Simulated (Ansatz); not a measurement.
Predict the output of the script below (Ansatz 0.2.0 through its Python package).

`fermi_sc3pb.py`
```python
"""Fermi surface readings for Sc3Pb."""

from dataclasses import dataclass

import ansatz as az
import numpy as np


@dataclass(frozen=True)
class RunConfig:
    xc: str = "PBEsol"
    kmesh: tuple[int, ...] = (8, 8, 8)
    smearing: str = "fermi_dirac"


opts = RunConfig()

vectors = np.array([
    [-2.182478, 2.182478, 4.976181],
    [2.182478, -2.182478, 4.976181],
    [2.182478, 2.182478, -4.976181],
])
crystal = (
    az.Lattice.of(vectors)
    .atom("Sc", [0.75, 0.25, 0.5])
    .atom("Sc", [0.25, 0.75, 0.5])
    .atom("Sc", [0.5, 0.5, 0.0])
    .atom("Pb", [0.0, 0.0, 0.0])
)

setup = (
    crystal.calculation()
    .functional(opts.xc)
    .pseudopotentials("paw")
    .basis(16 * az.Ha)
    .kpoints(mesh=opts.kmesh)
    .occupations(opts.smearing)
    .eigenstates(nscf_kmesh=(10, 10, 10), level_slopes=True)
)
surface = setup.run(threads=1).fermi_surface().to_plain()
for way, reading in surface.items():
    if reading:
        rho_lambda = [f"{v:.3e}" for v in reading["resistivity_times_mean_free_path_ohm_m2"]]
        print(f"{way:24s} area {reading['spin_summed_area_per_ang2']:8.3f} 1/A^2  rho*lambda (ohm m^2) {rho_lambda}")
```

Running `python fermi_sc3pb.py` prints:
```text
by_tetrahedra            area   21.719 1/A^2  rho*lambda (ohm m^2) ['1.285e-15', '1.285e-15', '1.740e-15']
by_slopes                area   19.596 1/A^2  rho*lambda (ohm m^2) ['1.403e-15', '1.403e-15', '2.008e-15']
on_every_second_point    area   20.832 1/A^2  rho*lambda (ohm m^2) ['1.436e-15', '1.436e-15', '1.535e-15']
```

Reading the output:
- No spin polarisation was allowed.
- Spin-orbit coupling, which matters for elements this heavy, is left out.
- This cell is a computed structure, which may not be the phase found in nature.
- The three readings differ by the mesh error.
- Timing: 19 s on 1 thread of Arm Neoverse V2 (shared host), peak memory 0.5 GiB.
